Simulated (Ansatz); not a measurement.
Crystal: Hf2Pd2Se2Br2O3.

```
Hf Pd Se Br O
1.0
     7.58666   -1.70971   -1.17576
     7.58666    1.70971   -1.17576
    -2.02446    0.00000   13.05155
Hf Pd Se Br O
2 2 2 2 3
Direct
  0.94514 0.94514 0.06144
  0.60628 0.60628 0.28309
  0.17920 0.17920 0.50964
  0.32286 0.32286 0.74307
  0.92232 0.92232 0.84566
  0.78991 0.78991 0.58800
  0.58645 0.58645 0.04520
  0.24604 0.24604 0.28651
  0.59701 0.59701 0.42127
  0.38554 0.38554 0.07302
  0.03094 0.03094 0.22169
```

The cell was built by a generator and needn't be a form met in nature.

Base run:

* Program: Ansatz 0.2.0
* Functional: PBE
* Potentials or basis: Ansatz PAW
* Cutoff: 420 eV
* Density cutoff: 1680 eV
* k mesh: 8 × 8 × 2
* Occupations: fermi-dirac, width 0.05 eV
* Spin: no spin polarisation
* Hubbard terms: Hf d U = 4 eV, Pd d U = 4 eV

Its results: band gap on the k mesh 1.20 eV, indirect (least direct gap 1.24 eV); pressure 1.3 GPa; largest force 0.370 eV/Å.

Q: After a change of settings the same cell gave: band gap on the k mesh 1.27 eV, indirect (least direct gap 1.31 eV); pressure 2.1 GPa; largest force 0.563 eV/Å. Which change was it?
A. potentials or basis from Ansatz PAW to Ansatz NC; cutoff from 420 eV to 1240 eV; density cutoff from 1680 eV to 4960 eV; hubbard terms from Hf d U = 4 eV, Pd d U = 4 eV to none; hubbard projectors from ortho-atomic (the default) to none
B. potentials or basis from Ansatz PAW to Ansatz PAW earlier set; cutoff from 420 eV to 900 eV; density cutoff from 1680 eV to 3600 eV; hubbard terms from Hf d U = 4 eV, Pd d U = 4 eV to none; hubbard projectors from ortho-atomic (the default) to none; valence electrons from 152 to 172
C. hubbard terms from Hf d U = 4 eV, Pd d U = 4 eV to Hf d U = 6 eV, Pd d U = 6 eV
D. functional from PBE to revPBE; hubbard terms from Hf d U = 4 eV, Pd d U = 4 eV to none; hubbard projectors from ortho-atomic (the default) to none

A: C.

Caveats: spin-orbit coupling is left out, which moves the levels of the heavy elements; the density of states is complete only up to the lowest level of the last band computed.

Not every run made on this cell is shown here.
